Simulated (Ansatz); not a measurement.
Cl3Ga, SMILES [Cl][Ga]([Cl])[Cl], an atomisation energy

Computed with Ansatz 0.2.0, Python API.

At the Python prompt:
```pycon
>>> from collections import Counter
>>> import ansatz as az
>>> def energy_of(molecule, charge=0, unpaired=0):
...     calc = (
...         molecule.calculation()
...         .basis(gaussian="cc-pVDZ")
...         .functional("hf")
...     )
...     if charge:
...         calc = calc.charge(charge)
...     if unpaired:
...         calc = calc.spin("collinear", total=unpaired)
...     return calc.run(threads=1, backend="cpu").report["free_energy_ev"]
...
>>> geometry_ang = [
...     ("Cl", [0.9204, 0.1723, 2.058]),
...     ("Ga", [0.0903, 0.1829, -0.1116]),
...     ("Cl", [-0.0753, -2.1067, -0.6187]),
...     ("Cl", [-0.8799, 1.6911, -1.348]),
... ]
>>> system = az.Crystal.molecule()
>>> for symbol, xyz in geometry_ang:
...     system = system.atom(symbol, xyz)
...
>>> # Hund ground states
>>> unpaired = {"Cl": 1, "Ga": 1}
>>> counts = Counter(site.symbol for site in system.cartesian_sites)
>>> atom_energy = {s: energy_of(az.Crystal.molecule().atom(s, (0, 0, 0)), 0, unpaired[s]) for s in counts}
>>> whole = energy_of(system, 0, 0)
>>> for s, e in atom_energy.items():
...     print(f"{s:2s} x{counts[s]}  {e:14.5f} eV")
...
Cl x3    -12502.84675 eV
Ga x1    -52332.72568 eV
>>> print(f"Cl3Ga: {whole:.5f} eV")
Cl3Ga: -89848.71936 eV
>>> split = sum(counts[s] * e for s, e in atom_energy.items()) - whole
>>> print(f"atomisation energy (no zero-point term): {23.060548 * split:.1f} kcal/mol, {split / sum(counts.values()):.3f} eV an atom")
atomisation energy (no zero-point term): 171.9 kcal/mol, 1.863 eV an atom
```

171.9 kcal/mol from the electronic energies, without the zero-point term.

Reading the output:
- Total energies depend on the basis set; only differences at equal settings carry meaning.
- The geometry is a force-field or estimated start, not a minimum of this method, and the basis set is short of its limit. All parts are taken at fixed geometry, without zero-point energy.
- Hartree-Fock leaves correlation out, so bond, atomisation and ionisation energies come out well too low.
- For Al to Cl the sets with a tight d function, cc-pV(X+d)Z, are usual.
- Finished in 2.3 s on 1 thread of Arm Neoverse V1, with other jobs on the host, peak memory 0.23 GiB.
